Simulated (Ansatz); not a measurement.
# CClFI₂: up Jacob's ladder to CCSD(T)

An exercise on one series of results from a longer session: the logs are not shown, and one member is left open.

Computed with Ansatz 0.2.0, Gaussian basis. Level: functionals in def2-TZVPP, the program's frozen cores in correlated methods.

The runs, in order: LDA (SPW92), PBE-D4, revPBE-D4, BLYP-D4, r2SCAN-D4, B97M-V, PBE0-D4, B3LYP-D4, r2SCANh-D4, r2SCAN0-D4, HSE06-D4, BHLYP-D4, CAM-B3LYP-D4, LC-ωPBE, ωB97X-V, ωB97M-V, B2PLYP, PBE-QIDH; CCSD(T)/def2-SVP; CCSD(T)/def2-TZVPP; MP2/def2-QZVPP; extrapolation to the limit; RPA on PBE.

## Structure used throughout

All runs share one geometry, relaxed beforehand with PBE0-D4 in a triple-zeta def2 set. I takes the def2 core potential; no spin-orbit term is included.

5 atoms, charge 0, spin multiplicity 1.

Atoms are counted from 1 here; the program's logs count them from 0.

Bond lengths: F1–C2 1.336 Å, C2–Cl3 1.753 Å, C2–I4 2.155 Å, C2–I5 2.155 Å. Angles: F1–C2–Cl3 108.6°, F1–C2–I4 108.0°, F1–C2–I5 108.0°, Cl3–C2–I4 110.6°, Cl3–C2–I5 110.6°, I4–C2–I5 110.9°.

Set-up of the first run:

The input, in.yaml:

```yaml
crystal:
  periodic: [false, false, false]
  atoms:
    - {symbol: F, position_ang: [1.205202, -0.732916, -0.405763]}
    - {symbol: C, position_ang: [0.102169, -0.109850, 0.020002]}
    - {symbol: Cl, position_ang: [-0.353774, -0.780924, 1.574482]}
    - {symbol: I, position_ang: [-1.454342, -0.440188, -1.433762]}
    - {symbol: I, position_ang: [0.550544, 1.990278, 0.203541]}
basis:
  gaussian: {orbitals: def2-TZVPP}
hamiltonian: {xc: lda}
output: {orbitals: {seedname: orbitals}}
```

The run is started by

```
$ ansatz run in.yaml --threads 4 --pin off --events-out ev --progress --plain --max-ram 10444MiB
```

Among the steps run: LDA; PBE-D4 (GGA); revPBE-D4 (GGA); BLYP-D4 (GGA); r2SCAN-D4 (meta-GGA); B97M-V (meta-GGA); PBE0-D4 (hybrid); B3LYP-D4 (hybrid); r2SCANh-D4 (hybrid); r2SCAN0-D4 (hybrid); HSE06-D4 (hybrid); BHLYP-D4 (hybrid); CAM-B3LYP-D4 (range-separated); LC-ωPBE (range-separated); ωB97X-V (range-separated); ωB97M-V (range-separated); B2PLYP (double hybrid); PBE-QIDH (double hybrid).

One table of the session follows, with a row left open; its other results are not shown here.

It belongs to the step «Frontier levels by functional». 

| functional | HOMO (eV) | LUMO (eV) | gap (eV) |
| --- | --- | --- | --- |
| LDA (SPW92) | -6.59 | -3.74 | 2.85 |
| PBE-D4 | -6.42 | -3.54 | 2.87 |
| revPBE-D4 | -6.36 | -3.46 | 2.90 |
| BLYP-D4 | -6.24 | -3.42 | 2.81 |
| r2SCAN-D4 | -6.73 | -3.52 | 3.21 |
| B97M-V | -6.74 | -3.39 | 3.35 |
| PBE0-D4 | -7.58 | -2.73 | 4.85 |
| B3LYP-D4 | -7.33 | -2.94 | 4.39 |
| r2SCANh-D4 | -7.15 | -3.21 | 3.94 |
| r2SCAN0-D4 | -7.78 | -2.73 | 5.05 |
| HSE06-D4 | -7.19 | -3.11 | 4.08 |
| BHLYP-D4 | -8.57 | -1.80 | 6.77 |
| CAM-B3LYP-D4 | -8.83 | -1.64 | 7.19 |
| LC-ωPBE | ? | ? | ? |
| ωB97X-V | -9.83 | -0.61 | 9.22 |
| ωB97M-V | -9.70 | -0.71 | 8.98 |

**Question.** Estimate the row for LC-ωPBE.

The run gave: HOMO (eV): -10.18; LUMO (eV): -0.47; gap (eV): 9.71. In the column «HOMO (eV)» it is the lowest.
